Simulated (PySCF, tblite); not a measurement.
# C₂H₇F₃NSi₂ radical: geometry, infrared bands and EPR parameters

Wanted: the infrared bands and EPR parameters of C₂H₇F₃NSi₂ radical (`FC(F)(F)[CH]N[SiH2][SiH3]`), by calculation.

Programs: tblite 0.8.0 and PySCF 2.14.0, with density-fitted response routines of our own. Each step states its level of theory. These are calculated values for one molecule in the gas phase, unless marked as measured. Atoms count from 0, in the outputs and in this text.

### Step 1. The starting structure

15 atoms, charge 0, multiplicity 2; geometry from: force field or distance geometry start.

Bonds of the start (Å): F0–C1 1.37, C1–F2 1.38, C1–F3 1.39, C1–C4 1.50, C4–N5 1.43, N5–Si6 1.77, Si6–Si7 2.22, C4–H8 1.10, N5–H9 1.04, Si6–H10 1.47, Si6–H11 1.47, Si7–H12 1.49, Si7–H13 1.47, Si7–H14 1.48.

### Step 2. Optimising the geometry with GFN2-xTB

What the job is given:

```
{"job": {"kind": "relax", "xc": "GFN2-xTB", "basis": "xTB"}, "charge": 0, "multiplicity": 2}
F      3.059800    -1.029000    -1.645400
C      2.463200    -0.126800    -0.797300
F      2.501300     1.103400    -1.420000
F      3.283100     0.012900     0.315500
C      1.041500    -0.455000    -0.433500
N      0.586400     0.398200     0.622000
Si    -0.982500    -0.046400     1.303700
Si    -2.523800     0.156700    -0.280400
H      0.846300    -1.524400    -0.278100
H      0.508600     1.364200     0.247600
H     -1.304300     0.927500     2.353000
H     -0.998500    -1.387800     1.915300
H     -3.592700    -0.872400    -0.153500
H     -3.061400     1.517800    -0.198900
H     -1.831400    -0.030900    -1.571800
```

Run with:

```sh
$ OMP_NUM_THREADS=1 python probes_run.py task.json out
```

The driver reads the jobs from task.json and runs them one after another.

Output:

```text
step      E/eV     max force
  0    -771.92645    2.174
  1    -772.14391    1.325
  2    -772.27169    0.815
  3    -772.32244    0.641
  4    -772.41057    0.642
  5    -772.47288    0.591
  6    -772.50391    0.355
  7    -772.52317    0.342
  8    -772.54749    0.372
  9    -772.56818    0.355
 10    -772.58505    0.342
 11    -772.59745    0.302
 12    -772.60758    0.273
 13    -772.61626    0.241
 14    -772.62248    0.199
 15    -772.62648    0.180
 16    -772.62995    0.158
 17    -772.63371    0.147
 18    -772.63724    0.158
 19    -772.64002    0.133
 20    -772.64239    0.144
 21    -772.64526    0.163
 22    -772.64930    0.169
 23    -772.65385    0.183
 24    -772.65747    0.146
 25    -772.65998    0.128
 26    -772.66222    0.174
 27    -772.66465    0.175
 28    -772.66676    0.105
 29    -772.66819    0.091
 30    -772.66930    0.090
 31    -772.67045    0.121
 32    -772.67146    0.102
 33    -772.67215    0.079
 34    -772.67263    0.046
 35    -772.67313    0.065
 36    -772.67368    0.065
 37    -772.67417    0.047
 38    -772.67447    0.038
 39    -772.67467    0.053
 40    -772.67484    0.048
 41    -772.67496    0.028
 42    -772.67505    0.026
 43    -772.67511    0.023
 44    -772.67517    0.026
 45    -772.67522    0.017
 46    -772.67525    0.017
 47    -772.67529    0.017
 48    -772.67534    0.022
 49    -772.67541    0.024
 50    -772.67549    0.026
 51    -772.67559    0.025
 52    -772.67568    0.020
 53    -772.67575    0.025
 54    -772.67581    0.022
 55    -772.67585    0.018
 56    -772.67591    0.026
 57    -772.67599    0.038
 58    -772.67609    0.036
 59    -772.67617    0.023
 60    -772.67622    0.022
 61    -772.67626    0.021
 62    -772.67632    0.028
 63    -772.67640    0.030
 64    -772.67649    0.028
 65    -772.67658    0.032
 66    -772.67666    0.024
 67    -772.67676    0.028
 68    -772.67688    0.028
 69    -772.67703    0.037
 70    -772.67717    0.040
 71    -772.67728    0.025
 72    -772.67737    0.028
 73    -772.67747    0.032
 74    -772.67766    0.042
 75    -772.67792    0.055
 76    -772.67820    0.042
 77    -772.67841    0.036
 78    -772.67854    0.024
 79    -772.67865    0.045
 80    -772.67880    0.036
 81    -772.67899    0.038
 82    -772.67933    0.040
 83    -772.67953    0.052
 84    -772.67986    0.049
 85    -772.68007    0.037
 86    -772.68010    0.046
 87    -772.68028    0.039
 88    -772.68039    0.033
 89    -772.68066    0.022
 90    -772.68089    0.025
 91    -772.68097    0.024
 92    -772.68102    0.017
 93    -772.68106    0.017
 94    -772.68112    0.017
 95    -772.68124    0.036
 96    -772.68141    0.038
 97    -772.68157    0.044
 98    -772.68165    0.019
 99    -772.68169    0.010
```

It took 1.1 s on 1 thread of Arm Neoverse N1, shared host; peak memory 0.18 GiB.

Step by step: (not every step is listed)

| step | energy from step 0 (eV) | largest force (eV/Å) |
| --- | --- | --- |
| 0 | 0.0000 | 2.1739 |
| 1 | -0.2175 | 1.3251 |
| 2 | -0.3452 | 0.8151 |
| 3 | -0.3960 | 0.6413 |
| 4 | -0.4841 | 0.6419 |
| 5 | -0.5464 | 0.5909 |
| 6 | -0.5775 | 0.3545 |
| 7 | -0.5967 | 0.3418 |
| 8 | -0.6210 | 0.3725 |
| 16 | -0.7035 | 0.1582 |
| 24 | -0.7310 | 0.1456 |
| 32 | -0.7450 | 0.1021 |
| 40 | -0.7484 | 0.0476 |
| 48 | -0.7489 | 0.0224 |
| 56 | -0.7495 | 0.0261 |
| 64 | -0.7500 | 0.0278 |
| 72 | -0.7509 | 0.0285 |
| 80 | -0.7523 | 0.0357 |
| 88 | -0.7539 | 0.0330 |
| 94 | -0.7547 | 0.0175 |
| 95 | -0.7548 | 0.0362 |
| 96 | -0.7550 | 0.0375 |
| 97 | -0.7551 | 0.0444 |
| 98 | -0.7552 | 0.0194 |
| 99 | -0.7552 | 0.0100 |

Close pairs (by a distance rule), those that changed most:

| bond | before (Å) | after (Å) | change (Å) |
| --- | --- | --- | --- |
| Si6–Si7 | 2.220 | 2.322 | +0.102 |
| C4–N5 | 1.431 | 1.364 | -0.068 |
| C1–C4 | 1.504 | 1.460 | -0.044 |
| F0–C1 | 1.374 | 1.339 | -0.035 |
| N5–H9 | 1.039 | 1.009 | -0.030 |
| C4–H8 | 1.098 | 1.071 | -0.027 |
| Si7–H12 | 1.489 | 1.466 | -0.023 |
| C1–F2 | 1.379 | 1.356 | -0.023 |

The next job starts from the end point, and lists it.

### Step 3. Harmonic vibrations with GFN2-xTB

What the job is given:

```
{"job": {"kind": "ir", "xc": "GFN2-xTB", "basis": "xTB"}, "charge": 0, "multiplicity": 2}
F      2.758501    -0.763927    -1.904721
C      2.450833    -0.088197    -0.789904
F      2.538462     1.232771    -1.085052
F      3.510193    -0.297613     0.061113
C      1.147264    -0.461124    -0.248506
N      0.541595     0.325356     0.686634
Si    -1.068311     0.081896     1.326271
Si    -2.612772     0.060885    -0.407147
H      0.743798    -1.428299    -0.467900
H      1.039044     1.184331     0.867596
H     -1.133622     1.186253     2.285033
H     -0.989453    -1.177890     2.080214
H     -3.656613    -0.942129    -0.175412
H     -3.294959     1.349827    -0.558850
H     -1.978374    -0.254151    -1.691282
```

Output:

```text
mode    cm-1     km/mol
  1     -12.3      0.11
  2      12.2      0.56
  3      34.4      0.13
  4      61.1      1.71
  5     119.8      2.97
  6     144.2      0.21
  7     240.6     14.01
  8     269.9     12.49
  9     354.1     34.56
 10     365.0     13.93
 11     376.9     13.52
 12     432.9     29.45
 13     455.6      3.35
 14     475.7      3.75
 15     490.3     11.86
 16     496.1     16.23
 17     522.8     50.55
 18     590.6     26.67
 19     624.5     20.65
 20     699.7    664.54
 21     761.9    372.42
 22     794.4     63.82
 23     798.4     79.97
 24     803.8    228.57
 25     807.9    132.48
 26     824.1     80.87
 27     889.1    339.56
 28    1045.1    168.13
 29    1159.1    191.18
 30    1195.0    333.24
 31    1296.8     24.73
 32    1486.6     20.57
 33    2181.5    189.80
 34    2230.3     70.96
 35    2236.6    434.28
 36    2237.9    173.38
 37    2251.4    453.12
 38    3176.5     11.18
 39    3443.9     12.70
```

Run time: 0.89 s. Hardware: 1 thread of Arm Neoverse N1, shared host; peak memory 0.18 GiB.

Which atoms move in the most intense modes:

| cm⁻¹ | km/mol | atoms |
| --- | --- | --- |
| 700 | 664.5 | H11 38 %, H10 36 % |
| 762 | 372.4 | H10 38 %, H11 27 %, H14 11 % |
| 804 | 228.6 | H13 31 %, H12 30 % |
| 889 | 339.6 | C1 59 %, F2 20 % |
| 1159 | 191.2 | H8 46 %, C1 40 % |
| 1195 | 333.2 | C1 34 %, H8 25 %, N5 20 % |
| 2237 | 434.3 | H12 36 %, H13 36 %, H14 21 % |
| 2251 | 453.1 | H10 77 %, H14 12 % |

### Step 4. EPR parameters: B3LYP/pcH-1

Same as in step 3 but for these lines:

```diff
@@ -1,2 +1,2 @@
-{"job": {"kind": "ir", "xc": "GFN2-xTB", "basis": "xTB"}, "charge": 0, "multiplicity": 2}
+{"job": {"kind": "epr", "basis": "pcH-1"}, "charge": 0, "multiplicity": 2}
 F      2.758501    -0.763927    -1.904721
```

Method: UKS B3LYP, pcH-1 on C F H N Si, non-relativistic, mean-field spin-orbit, GIAO.

Output:

```text
UKS, coarse grid
  cycle   1  E = -1013.56092601  |g| = 6.83e-01
  cycle   2  E = -1013.37047962  |g| = 1.07e+00
  cycle   3  E = -1013.70628324  |g| = 6.32e-02
  cycle   4  E = -1013.70727003  |g| = 4.07e-02
  cycle   5  E = -1013.70800683  |g| = 9.48e-03
  cycle   6  E = -1013.70803455  |g| = 3.77e-03
  cycle   7  E = -1013.70804228  |g| = 1.36e-03
  cycle   8  E = -1013.70804492  |g| = 4.57e-04
UKS, final grid
  cycle   1  E = -1013.70803750  |g| = 5.17e-04
  cycle   2  E = -1013.70803743  |g| = 7.04e-04
  cycle   3  E = -1013.70803761  |g| = 9.30e-05
  cycle   4  E = -1013.70803761  |g| = 1.74e-05
E = -1013.70803761 Eh   <S^2> = 0.7530 (exact 0.7500)
g shifts (ppm)      1          2          3
  rmc          -194       -194       -194
  gc             32         56         53
  oz_so         186        618       1505
  total          24        480       1364
hyperfine (MHz)  atom isotope    a_iso     a_fc   dipolar eigenvalues
    0   19F      23.10      23.07    -26.88    -22.73     49.61
    1   13C     -32.56     -32.57     -4.44     -0.37      4.81
    2   19F      64.87      64.78    -35.24    -34.45     69.69
    3   19F     185.12     184.89    -78.09    -73.56    151.64
    4   13C      63.08      63.16    -64.26    -63.90    128.16
    5   14N       7.18       7.22    -13.17    -12.66     25.83
    6  29Si       7.14       7.14     -2.19      0.66      1.53
    7  29Si     -11.47     -11.51     -4.40      1.86      2.54
    8    1H     -49.94     -49.95    -30.90     -0.53     31.43
    9    1H     -17.43     -17.44    -14.18     -5.55     19.73
   10    1H      -2.66      -2.66     -2.68     -1.82      4.51
   11    1H      19.05      19.05     -2.24     -1.99      4.24
   12    1H       2.84       2.84     -0.89     -0.52      1.41
   13    1H      -1.60      -1.60     -0.80     -0.72      1.53
   14    1H      -0.33      -0.33     -2.13     -1.48      3.61
```

It took 2.6 min on 1 thread of Arm Neoverse N1, shared host; peak memory 0.98 GiB.

Principal g values 2.00234, 2.00280, 2.00368; g(iso) = 2.00294, against 2.00232 for a free electron.

Hyperfine couplings; where a row names several nuclei, a(iso) is their mean (it holds for fast rotation or exchange) and the dipolar term the largest among them:

| nuclei | isotope | a(iso) (MHz) | a(iso) (G, at g = 2.0023) | largest dipolar term (MHz) |
| --- | --- | --- | --- | --- |
| F0, F2, F3 | 19F | 91.0 | 32.5 | 151.6 |
| C4 | 13C | 63.1 | 22.5 | 128.2 |
| H8 | 1H | -49.9 | -17.8 | 31.4 |
| C1 | 13C | -32.6 | -11.6 | 4.8 |
| H9 | 1H | -17.4 | -6.2 | 19.7 |
| Si7 | 29Si | -11.5 | -4.1 | -4.4 |
| H10, H11 | 1H | 8.2 | 2.9 | 4.5 |
| N5 | 14N | 7.2 | 2.6 | 25.8 |
| Si6 | 29Si | 7.1 | 2.5 | -2.2 |
| H12, H13, H14 | 1H | 0.3 | 0.1 | 3.6 |

Mulliken spin populations:

F0 0.01; C1 0.00; F2 0.01; F3 0.03; C4 0.75; N5 0.20; Si6 0.01; Si7 0.02; H8 -0.03; H9 -0.01; H10 0.00; H11 0.01; H12 0.00; H13 0.00; H14 0.00

In first order the couplings over 0.8 MHz of 19F, 1H, 14N give 144 distinct lines over 132.4 G, if the averaged nuclei exchange fast.

The fields below are evaluated on a grid from the run's orbitals.

ELF in a plane through or near 5 of the atoms.

Values, 10 rows by 14 columns:
```
0.00 0.00 0.00 0.00 0.00 0.00 0.00 0.00 0.00 0.00 0.00 0.00 0.00 0.00
0.00 0.00 0.00 0.00 0.00 0.00 0.00 0.01 0.16 0.14 0.00 0.00 0.00 0.00
0.00 0.00 0.00 0.00 0.00 0.00 0.02 0.06 0.94 0.95 0.15 0.00 0.00 0.00
0.00 0.00 0.06 0.26 0.02 0.13 0.66 0.36 0.37 0.80 0.10 0.00 0.00 0.00
0.00 0.00 0.66 0.87 0.21 0.13 0.18 0.90 0.33 0.72 0.37 0.05 0.00 0.00
0.00 0.00 0.34 0.44 0.57 0.88 0.70 0.20 0.54 0.29 0.10 0.41 0.05 0.00
0.00 0.00 0.24 0.75 0.65 0.21 0.74 0.03 0.75 0.12 0.11 0.64 0.11 0.00
0.00 0.00 0.14 0.69 0.70 0.02 0.05 0.04 1.00 1.00 0.27 0.10 0.01 0.00
0.00 0.00 0.00 0.01 0.01 0.00 0.00 0.02 0.76 0.76 0.04 0.00 0.00 0.00
0.00 0.00 0.00 0.00 0.00 0.00 0.00 0.00 0.00 0.00 0.00 0.00 0.00 0.00
```
The map spans 12.3 Å across and 9.8 Å up, centred on the molecule. Atoms in the plane (x, y in Å): C1 (-2.5, -0.4), N5 (-0.4, 0.8), Si6 (1.3, 1.1), Si7 (2.5, -0.8), H14 (1.7, -2.0).

On the surface of density 0.002 e/bohr³ the electrostatic potential runs, from the 1st to the 99th percentile, from -0.90 V near F3 to 1.99 V near H9.

The spin density lies nearest to C4 51 %; N5 20 %; H8 9 %.

### Step 5. What came out

| quantity | value |
| --- | --- |
| strongest single infrared mode (GFN2-xTB) | 700 cm⁻¹, 665 km/mol |
| zero-point energy (GFN2-xTB) | 52.0 kcal/mol |
| g(iso) (B3LYP) | 2.00294 |
| ⟨S²⟩ | 0.753 (exact 0.75) |
| largest a(iso) (averaged by class) | 19F on F0, F2, F3, 91.0 MHz |
| surface potential, 1st and 99th percentile | -0.90 V and 1.99 V |

What this shows: Relaxing lowered the energy by 0.755 eV in 99 steps; the close pair that moved most is Si6–Si7, from 2.220 to 2.322 Å. The lowest mode is slightly imaginary (12i cm⁻¹), a soft motion within the noise of the Hessian, so the minimum is not strictly shown. The strongest single mode, at 700 cm⁻¹, moves mainly H11 and H10. GFN2-xTB is a fitted tight-binding method: band positions and strengths are rough. Its intensities can rank the bands wrongly. C4 carries the largest spin population, 0.75 e. The isotropic g lies 0.6 ppt above the free-electron value.
